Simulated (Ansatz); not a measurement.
**AlGeH (singlet): from Hartree-Fock to the top rungs, cc-pVDZ**

The task here is to estimate one member of a computed series from the others.

Method: cc-pVDZ, core rule «outside noble gas», up to 19 orbitals frozen; program: Ansatz 0.2.0, Gaussian basis.

To be run: UHF; CCSD(T) on RHF; CCSD(T) on UHF; BCCD(T) on RHF; CISD; CCSDT(Q) on RHF; CCSDT(Q) on UHF; CASSCF and MRCISD+Q, 8 electrons in 9 orbitals; CASSCF and NEVPT2, 8 electrons in 9 orbitals.

24 further runs of the same task are left out: 2 for a known fault of the program, 8 that didn't finish, 14 set aside as unsound or not needed.

## What is computed

The geometry is a PBE0/def2-TZVP stationary point (not a proven minimum) of the parent state, kept for this charge and spin. No spin-orbit coupling is included. The filled d shell of Ge may be among the frozen orbitals whatever the setting's name suggests; the logs give the count.

3 atoms, charge 0, spin multiplicity 1.

Atoms are counted from 1 here; the program's logs count them from 0.

Bond lengths: Ge1–Al2 2.388 Å, Al2–H3 1.601 Å. Angles: Ge1–Al2–H3 180.0°.

The first run:

in.yaml

```yaml
crystal:
  periodic: [false, false, false]
  atoms:
    - {symbol: Ge, position_ang: [0.000000, 0.000000, 2.125993]}
    - {symbol: Al, position_ang: [0.000000, 0.000000, -0.262451]}
    - {symbol: H, position_ang: [0.000000, 0.000000, -1.863543]}
basis:
  gaussian: {orbitals: cc-pVDZ}
magnetization: {spin_polarized: true, initial_magnetization: 0}
hamiltonian: {xc: hf}
output: {orbitals: {seedname: orbitals}}
```

Command:

```bash
ansatz run in.yaml --threads 1 --pin off --events-out ev --progress --plain --max-ram 2393MiB
```

Among the steps run: UHF; CCSD(T) on RHF; CCSD(T) on UHF; BCCD(T) on RHF; CISD; CCSDT(Q) on RHF; CCSDT(Q) on UHF; CASSCF and MRCISD+Q, 8 electrons in 9 orbitals; CASSCF and NEVPT2, 8 electrons in 9 orbitals.

One of the session's tables, all rows but one given; the rest of the session is left out.

```
          method  from RCCSDT(Q) (kJ/mol)
             RHF                   +446.5
             UHF                   +361.5
            RMP2                   +123.1
            UMP2                    +70.6
            CISD                    +68.9
           RCCSD                    +35.0
           UCCSD                        ?
        RCCSD(T)                    +16.5
        UCCSD(T)                    -29.8
         BCCD(T)                    +16.6
          RCCSDT                     +6.4
          UCCSDT                    -47.8
       RCCSDT(Q)                        0
       UCCSDT(Q)                    -54.5
  CASSCF valence                   +239.5
  NEVPT2 valence                    +76.9
  MRCISD valence                    +26.7
MRCISD+Q valence                    +13.0
```

**Question.** Estimate the row for UCCSD.

**Answer.** from RCCSDT(Q) (kJ/mol): -11.4. In the column «from RCCSDT(Q) (kJ/mol)» it lies between UCCSD(T) (-29.8) and RCCSDT(Q) (0).

The program flags UCCSD(T), RCCSDT(Q), UCCSDT(Q) as in doubt (see the logs), so the zero of the table is itself unsure.

Limits of these values: The determinant is far from a pure spin state, so its energy mixes those of several spin states (harmless only where they are near-degenerate, as at dissociation). The report flags that the cluster equations may have other roots. The program flags UCCSD(T), RCCSDT(Q), UCCSDT(Q) as in doubt, so the zero of the table is itself unsure. Warnings: restricted reference is unstable; spin contamination; large T1 diagnostic. Restricted and unrestricted rows rest on different reference determinants; where their highest levels disagree by more than a few hundredths of an eV, they describe different states and don't form one ladder.
